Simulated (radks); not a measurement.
# P⁺ in [Ne] 3s2 3p2: an all-electron calculation

The task here is to estimate one member of a computed series from the others.

The numbers are computed with radks (a radial shooting solver on a logarithmic mesh, Libxc functionals) version 1 (non-relativistic Kohn-Sham, BP86, spin-polarised, spherical densities, point nucleus; open shells are filled with parallel spins first), except any that are marked as measured or tabulated.

## The atom as given

* element: phosphorus (Z = 15)
* charge: +1
* electrons: 14
* configuration: [Ne] 3s2 3p2

Outer shells as boxes (Hund's rule):

P⁺
```
[Ne] core
3s [↑↓]
3p [↑ ][↑ ][  ]
```

Set-up of the first run:

The run's settings:

```text
Z 15
configuration [Ne] 3s2 3p2
relativity non-relativistic
functional b88,p86
spin polarised
nucleus point
```

One of the session's tables, all rows but one given; the rest of the session is left out.

It belongs to the step «Radial structure». Radial moments (bohr):

```
  level     <r>  outermost maximum (interpolated)  90 % within  nodes
  1s up  0.1040                            0.0680        0.186      0
1s down  0.1039                            0.0680        0.186      0
  2s up  0.5216                             0.420        0.819      1
2s down  0.5214                             0.421        0.819      1
  2p up  0.4856                             0.354        0.812      0
2p down       ?                                 ?            ?      ?
  3s up   1.819                              1.55         2.73      2
3s down   1.829                              1.54         2.76      2
  3p up   2.111                              1.75         3.24      1
3p down   2.165                              1.76         3.36      1
```

Estimate the missing values for 2p down.

The run gave: <r>: 0.4854; outermost maximum (interpolated): 0.355; 90 % within: 0.811; nodes: 0. In the column «<r>» it lies between 1s up (0.1040) and 2p up (0.4856).

To keep in mind: Open shells are spherical and high-spin; term and fine-structure splittings are not resolved.
